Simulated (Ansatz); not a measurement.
# CH4BClSi: molecular dynamics

Aim: follow the molecule's vibrations and see whether its bonds hold. The start is relaxed first. Runs: 40 steps of 4 fs under a Nosé-Hoover thermostat at 500 K. SMILES of the start: B=[Si](C)Cl.

All numbers below are computed with Ansatz 0.2.0 (RKS PBE0/def2-SVP).

**1. The system as given**

Bond lengths: B1–Si2 1.822 Å, Si2–C3 1.900 Å, Si2–Cl4 2.063 Å, B1–H5 1.155 Å, C3–H6 1.086 Å, C3–H7 1.089 Å, C3–H8 1.089 Å. Angles: B1–Si2–C3 131.6°, B1–Si2–Cl4 121.2°, C3–Si2–Cl4 104.9°, Si2–B1–H5 151.0°, Si2–C3–H6 110.2°, Si2–C3–H7 111.2°, Si2–C3–H8 111.8°, H6–C3–H7 107.9°, H6–C3–H8 107.9°, H7–C3–H8 107.7°.

Structure file:

```xyz
8

B    -0.5985    1.9052   -0.8853
Si   -0.4589    0.1396   -0.4568
C     0.6602   -0.7732    0.7777
Cl   -1.1513   -1.3268   -1.7317
H    -1.1318    2.9260   -0.7994
H     1.0880   -0.0699    1.4858
H     1.4806   -1.2754    0.2680
H     0.1116   -1.5254    1.3418
```

**2. Relaxing the start**

Input file input.yaml:

```yaml
crystal:
  periodic: [false, false, false]
  atoms:
    - { symbol: B, position_ang: [-0.59849, 1.9052, -0.88531] }
    - { symbol: Si, position_ang: [-0.45887, 0.13964, -0.45682] }
    - { symbol: C, position_ang: [0.66022, -0.77323, 0.77769] }
    - { symbol: Cl, position_ang: [-1.15127, -1.32684, -1.73175] }
    - { symbol: H, position_ang: [-1.13182, 2.92596, -0.79937] }
    - { symbol: H, position_ang: [1.08798, -0.06989, 1.48578] }
    - { symbol: H, position_ang: [1.48061, -1.27544, 0.26797] }
    - { symbol: H, position_ang: [0.11164, -1.52541, 1.34181] }
basis:
  gaussian: { orbitals: def2-SVP }
hamiltonian:
  xc: pbe0
relax:
  f_tol: 0.02
  max_steps: 40
```

Launch:

```console
ansatz run input.yaml --threads 1 --pin off --max-ram 2048MiB --backend cpu --events-out ev --progress --plain --runs-dir out
```

After this run come: Dynamics.

Before running it: what results should come out? Wanted: relaxation of the start; temperature, first and last step; temperature, second half; potential energy, second half; largest change of the conserved energy; bonds formed or broken.

As calculated:

| quantity | value |
| --- | --- |
| relaxation of the start | 7 moves, 0.139 eV lower |
| length | 40 steps of 4 fs |
| temperature, first and last step | 500 and 329 K |
| temperature, second half | mean 17286 K, from 270 to 172763 K |
| potential energy, second half | +3273 meV/atom from the start |
| largest change of the conserved energy | 33276.98 meV/atom |
| bonds formed or broken | 4 |

In words: The run blows up, reaching 172763 K, so it describes no real motion. A run of 160 fs with 8 atoms shows the motion but fixes no equilibrium value. The nuclei move classically, without zero-point motion, which matters most for hydrogen.
